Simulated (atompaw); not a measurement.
# A PAW (atompaw) potential for samarium, from input to tests

Aim: build the potential from the settings below, then test how well it stands in for the atom: scattering, ghost states and the plane-wave cutoff that it needs.

Method: atompaw 4.2.0.5, PBEsol, scalar-relativistic.

## (1) The atom and the settings

The settings as typed:

| Item | Value |
| --- | --- |
| element | samarium (Sm, Z = 62) |
| type | PAW |
| frozen core | [Kr] |
| valence charge | 26 |
| reference configuration | 4d10 4f5 5s2 5p6 5d1 6s2 6p0 |
| partial waves | 5s (bound): rc 2.25 bohr; 6s (bound): rc 2.45 bohr; 5p (bound): rc 1.85 bohr; 6p (bound, empty): rc 2.45 bohr; 4d (bound): rc 1.20 bohr; 5d (bound): rc 2.45 bohr; 4f (bound): rc 1.40 bohr; 4f channel at 1.2 Ry: rc 1.40 bohr |
| local potential | troulliermartins scheme with l = 4 at 0 Ry, radius 2.05 bohr |
| core correction | smooth core density matched at 2.25 bohr |
| augmentation charge | sinc compensation charge, radius 2.05 bohr; PAW radius 2.45 bohr; waves and projectors: custom polynom2 7 10 vanderbiltortho |

The nodes and maxima of the atom's own shells, from an earlier all-electron run, set the scale for the radii.

All-electron outer shells of the reference configuration (PBEsol, scalar-relativistic, ld1.x):

```csv
shell,level (eV),outermost node (bohr),outermost maximum (bohr)
4s,-338.76,0.30,0.54
4p,-254.11,0.30,0.56
4d,-135.34,0.28,0.58
5s,-46.74,0.68,1.25
5p,-26.00,0.73,1.42
4f,-8.00,–,0.61
6s,-4.02,1.67,3.48
5d,-2.76,0.83,2.01
6p,-1.32,1.99,4.64
```

## (2) Generation

The input, Sm.input:

```
Sm 62
GGA-PBESOL scalarrelativistic loggrid 2001 logderivrange -12 5 426
6 6 5 4 0 0
6 1 0
5 2 1
4 3 5
0 0 0
c
c
c
c
v
v
c
c
c
v
v
c
v
v
v
3
2.45 2.05 2.05 2.25
n
n
n
y
1.2
n
custom polynom2 7 10 vanderbiltortho sinc
4 0 troulliermartins
2.25
2.45
1.85
2.45
1.20
2.45
1.40
1.40
PWSCFOUT
UPFDX 0.0125d0 UPFXMIN -7.d0 UPFZMESH 62.d0
END
```

Run with:

```
$ atompaw < Sm.input > Sm.log
```

Q: Predict the outcome of this session. Wanted: cutoffs; bound ghosts; largest phase difference near zero energy, channels read; lowest eigenvalue of the overlap; share of valence orbitals outside the PAW sphere; UPF file.

As calculated:

| quantity | value |
| --- | --- |
| cutoffs | not determined |
| bound ghosts | not determined |
| largest phase difference near zero energy, channels read | 0.484 rad |
| lowest eigenvalue of the overlap (Bessel basis) | 0.346 (p) |
| share of valence orbitals outside the PAW sphere | 5s 2 %, 6s 91 %, 5p 8 %, 6p 97 %, 4d 0 %, 5d 54 %, 4f 2 % |
| UPF file | written |

Even at 400 Ry an occupied level stays 13 mRy from its reference, so no cutoffs are read. Ghosts could not be judged. Near zero energy the largest phase difference among the channels read is 0.48 rad, in the s channel. The pseudo curves have a pole with no partner nearby in the atom's: s at 1.55 Ry. At positive energy that is a spurious or a displaced resonance.
